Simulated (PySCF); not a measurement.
# H12Si5: the cost of one run

Computed with PySCF 2.14.0, with density-fitted response routines of our own, on a single molecule, in the gas phase or a continuum. Atoms count from 0, in the outputs and in this text.

## Step 1: The molecule as given

17 atoms, charge 0, multiplicity 1; geometry from: GFN2-xTB. The atoms were then displaced at random by about 0.01 Å, so the start is not that level's minimum.

Bonds of the start (Å): Si0–Si1 2.29, Si1–Si2 2.34, Si2–Si3 2.38, Si2–Si4 2.32, Si0–H5 1.50, Si0–H6 1.46, Si0–H7 1.45, Si1–H8 1.50, Si1–H9 1.47, Si2–H10 1.47, Si3–H11 1.45, Si3–H12 1.44, Si3–H13 1.46, Si4–H14 1.46, Si4–H15 1.46, Si4–H16 1.47.

## Step 2: Geometry optimisation at PBE0-D3(BJ)/def2-TZVP

What the job is given:

```
{"job": {"xc": "PBE0", "basis": "def2-TZVP", "d3": "d3bj", "grid": 2, "shake": 0.01, "kind": "geom"}, "charge": 0, "multiplicity": 1}
Si    -2.937000    -1.335060    -0.136530
Si    -0.735180    -1.349170     0.478310
Si     0.649610     0.295170    -0.433260
Si     2.968220    -0.237170    -0.399410
Si     0.230580     2.398470     0.447080
H     -3.406210     0.071340    -0.385790
H     -3.185080    -2.051280    -1.382480
H     -3.860950    -1.865120     0.847740
H     -0.633850    -1.241510     1.967500
H     -0.168250    -2.680580     0.216600
H      0.280420     0.371540    -1.849640
H      3.250330    -1.455790    -1.142110
H      3.767850     0.820620    -0.957900
H      3.375990    -0.465570     0.983870
H      1.333040     3.336370     0.259170
H     -0.955780     3.055990    -0.105570
H      0.009750     2.343600     1.901540
```

On the command line:

```console
> OMP_NUM_THREADS=2 python probes_run.py task.json out
```

This one command runs all jobs of the session in turn.

Q: Estimate the wall time and peak memory of this first job on 2 threads of AMD EPYC 9B45, shared host.

About 2.3 min, with a peak of 1.4 GiB.
